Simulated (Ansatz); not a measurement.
**CF2I2: geometry and frequencies at several levels**

Wanted for CF2I2: geometry and frequencies at several levels.

Computed with Ansatz 0.2.0 (the levels named in each step, unless a step's input says otherwise).

## Step 1: The starting structure

Bond lengths: F1–C2 1.327 Å, C2–F3 1.327 Å, C2–I4 2.167 Å, C2–I5 2.167 Å. Angles: F1–C2–F3 107.2°, F1–C2–I4 109.2°, F1–C2–I5 109.2°, F3–C2–I4 109.2°, F3–C2–I5 109.2°, I4–C2–I5 112.7°.

Coordinates:

```xyz
5

F    -0.0684   -1.7126   -1.0325
C    -0.0413   -0.9033    0.0186
F    -0.0864   -1.6673    1.1030
I    -1.7885    0.3779   -0.0247
I     1.8156    0.2136    0.0124
```

## Step 2: A rough first relaxation, PBE-D4/def2-SVP

Input file input.yaml:

```yaml
crystal:
  periodic: [false, false, false]
  atoms:
    - { symbol: F, position_ang: [-0.06836, -1.71261, -1.03254] }
    - { symbol: C, position_ang: [-0.04135, -0.90328, 0.01859] }
    - { symbol: F, position_ang: [-0.08642, -1.66727, 1.10299] }
    - { symbol: I, position_ang: [-1.78849, 0.37788, -0.0247] }
    - { symbol: I, position_ang: [1.81558, 0.2136, 0.01238] }
basis:
  gaussian: { orbitals: def2-SVP }
hamiltonian:
  xc: pbe
  dispersion: d4
relax:
  f_tol: 0.03
  max_steps: 200
```

The run is started by

```console
ansatz run input.yaml --threads 2 --pin off --max-ram 5120MiB --backend cpu --events-out ev --progress --plain --runs-dir out
```

Further steps of the session: Relaxation, HF/def2-SVP; Frequencies, HF/def2-SVP; Relaxation, LDA/def2-SVP; Frequencies, LDA/def2-SVP; Relaxation, PBE-D4/def2-SVP; Frequencies, PBE-D4/def2-SVP.

What does the calculation give? Wanted: F1–C2 at PBE-D4/def2-SVP; C2–F3 at PBE-D4/def2-SVP; C2–I4 at PBE-D4/def2-SVP; frequencies at PBE-D4/def2-SVP.

The runs gave:

| quantity | value |
| --- | --- |
| F1–C2 at PBE-D4/def2-SVP | 1.334 Å |
| C2–F3 at PBE-D4/def2-SVP | 1.334 Å |
| C2–I4 at PBE-D4/def2-SVP | 2.206 Å |
| frequencies at PBE-D4/def2-SVP | 106 to 1168 cm⁻¹ |

In words: The F–C distance spreads over 0.023 Å, from HF/def2-SVP (shortest) to PBE-D4/def2-SVP. No mode is imaginary, so the geometry is a minimum. Heavy atoms carry effective core potentials in def2 sets, and spin-orbit coupling is left out.
